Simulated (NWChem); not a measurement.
# N2H4 (hydrazine) at HF/6-311G(2df,2pd)

Aim: the electronic atomisation energy of N2H4 (hydrazine) at HF/6-311G(2df,2pd), from 3 runs. 

The results are computed with NWChem 7.3.0.

2 further runs of the same task are left out: 1 that didn't finish, 1 set aside as unsound or not needed.

## 1. The structure to begin with

The species is N2H4 (6 atoms), meant as a singlet with charge 0. SMILES: `NN`. The shape is that of a PBE0-D4/def2-TZVP optimisation. This is one conformer, not always the lowest.

Bond lengths: N1–N2 1.415 Å, N1–H3 1.014 Å, N1–H4 1.011 Å, N2–H5 1.014 Å, N2–H6 1.011 Å. Angles: N1–N2–H5 112.7°, N1–N2–H6 108.2°, N2–N1–H3 112.7°, N2–N1–H4 108.2°, H5–N2–H6 108.3°, H3–N1–H4 108.3°.

## 2. A single-point energy at HF/6-311G(2df,2pd)

a.nw

```
start a
memory total 2200 mb
charge 0

geometry units angstroms noautosym nocenter noautoz
 N       -0.135100      -0.701700       0.195900
 N        0.447300       0.583800       0.089900
 H       -1.076200      -0.737600      -0.180500
 H        0.438700      -1.352200      -0.322700
 H        0.103900       1.104700      -0.709700
 H        0.221500       1.102900       0.927100
end

basis "ao basis" spherical bse
 * library "6-311G(2df,2pd)"
end

scf
 singlet
 rhf
 thresh 1e-08
 maxiter 80
 print low
end

task scf
```

Started as:

```console
$ nwchem a.nw > a.out
```

Standard output:

```text
[...]
  functions       =   116
[...]
  wavefunction    = RHF
[...]
         Total SCF energy =   -111.218850498251
      One-electron energy =   -233.877139583177
      Two-electron energy =     80.824575038525
 Nuclear repulsion energy =     41.833714046401
        Time for solution =     15.9s
 Task  times  cpu:       16.2s     wall:       16.2s
[...]
```

It took 17 s on 1 thread of Intel Xeon Platinum 8488C (Sapphire Rapids), shared host; peak memory 0.099 GiB.

## 3. The H atom

work.nw

```
start work
title "H hf"
memory stack 880 mb heap 220 mb global 1100 mb

geometry units angstroms noautosym nocenter noautoz
 H        0.000000       0.000000       0.000000
end

basis spherical bse
 * library "6-311G(2df,2pd)"
end

scf
 nopen 1
 uhf
 thresh 1e-08
 maxiter 80
 print low
end

task scf energy
```

Run the same way, it converges to -0.49981 Eh (log not shown).

## 4. The N atom

n.nw

```
start n
title "N"
memory 2200 mb
geometry units angstrom noautosym nocenter noautoz
N        0.000000       0.000000       0.000000
end
basis spherical bse
* library "6-311G(2df,2pd)"
end
scf
quartet
uhf
thresh 1e-08
maxiter 80
noprint "final vectors analysis"
end
task scf energy
```

Run the same way, it converges to -54.39798 Eh (log not shown).

## 5. What came out

Level: HF/6-311G(2df,2pd).

| quantity | value |
| --- | --- |
| molecule: total energy | -111.21885 Eh |
| H atom: total energy | -0.49981 Eh |
| H atom: ⟨S²⟩ | 0.750 |
| N atom: total energy | -54.39798 Eh |
| N atom: dipole moment | 0.00 D |
| N atom: ⟨S²⟩ | 3.756 |
| electronic atomisation energy | 11.528 eV |

**Reading.** Taking the molecule apart into free atoms costs 11.53 eV (1112 kJ/mol), before zero-point energy and without spin-orbit coupling. Hartree–Fock lacks the correlation of the bonding pairs, which as a rule makes this value much too low; in minimal bases other errors can mask that.
